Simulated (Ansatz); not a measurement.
# Fe2B: the cost of one run

Program: Ansatz 0.2.0. Level of theory: DFT LDA, scalar-relativistic, plane waves, PAW. These are calculated values, not measurements.

The COD entry's cell or inner coordinates are ideal or old and differ from later refinements, so a difference from it is no clean test against experiment.

## 1. The system as given

It takes space group I4/mcm (No. 140, tetragonal). Conventional cell: a = 4.927 Å, b = 4.927 Å, c = 4.082 Å, α = 90.00°, β = 90.00°, γ = 90.00°. Fe (site symmetry m2m) has 4 B at 2.11 Å and 3 Fe at 2.28 to 2.37 Å as nearest neighbours. B (site symmetry 422) is surrounded by 2 B at 2.04 Å and 8 Fe at 2.11 Å.

Structure file:

```cif
data_structure
_symmetry_space_group_name_H-M 'P 1'
_symmetry_Int_Tables_number 1
_cell_length_a 4.0375
_cell_length_b 4.0375
_cell_length_c 4.0375
_cell_angle_alpha 104.803
_cell_angle_beta 104.803
_cell_angle_gamma 119.275
_cell_volume 49.54
loop_
_atom_site_label
_atom_site_type_symbol
_atom_site_fract_x
_atom_site_fract_y
_atom_site_fract_z
_atom_site_occupancy
Fe1 Fe 0.16373 0.66373 0.82746 1
Fe2 Fe 0.33627 0.16373 0.50000 1
Fe3 Fe 0.83627 0.33627 0.17254 1
Fe4 Fe 0.66373 0.83627 0.50000 1
B1 B 0.75000 0.75000 0.00000 1
B2 B 0.25000 0.25000 0.00000 1
```

An earlier run at LDA left this cell at 8.256 Å³/atom and 0.00 GPa (12×12×12 mesh).

Volume factors to run: 0.980, 1.020, 0.960, 1.040.

## 2. Scaling the volume by 0.980

The input, input.yaml:

```yaml
crystal:
  lattice:
    - [-2.4468119956, 2.4468119956, 2.0271212298]
    - [2.4468119956, -2.4468119956, 2.0271212298]
    - [2.4468119956, 2.4468119956, -2.0271212298]
  atoms:
    - { symbol: Fe, position: [0.1637309532, 0.6637309532, 0.8274619064], spin: 1.44 }
    - { symbol: Fe, position: [0.3362690468, 0.1637309532, 0.5], spin: 1.44 }
    - { symbol: Fe, position: [0.8362690468, 0.3362690468, 0.1725380936], spin: 1.44 }
    - { symbol: Fe, position: [0.6637309532, 0.8362690468, 0.5], spin: 1.44 }
    - { symbol: B, position: [0.75, 0.75, 0.0] }
    - { symbol: B, position: [0.25, 0.25, 0.0] }
basis:
  ecutwfc: 420
  ecutrho_ratio: 4
kpoints:
  mp_grid: { grid: [12, 12, 12] }
hamiltonian:
  xc: lda
scf:
  occupations: { method: gaussian, width: 0.05 }
output:
  forces: true
  stress: true
  eigenvalues: true
  populations: true
magnetization:
  spin_polarized: true
relax:
  f_tol: 0.01
  max_steps: 40
  cell: { stress_tol: 0.1, fix: [volume] }
```

Launch:

```sh
$ ansatz run input.yaml --threads 2 --pin off --max-ram 5120MiB --backend cpu --events-out ev --progress --plain --runs-dir out
```

What time and memory should one allow on 2 threads of Intel Xeon at 2.50GHz (Skylake/Cascade Lake), shared host?

About 5.5 min, with a peak of 0.82 GiB.
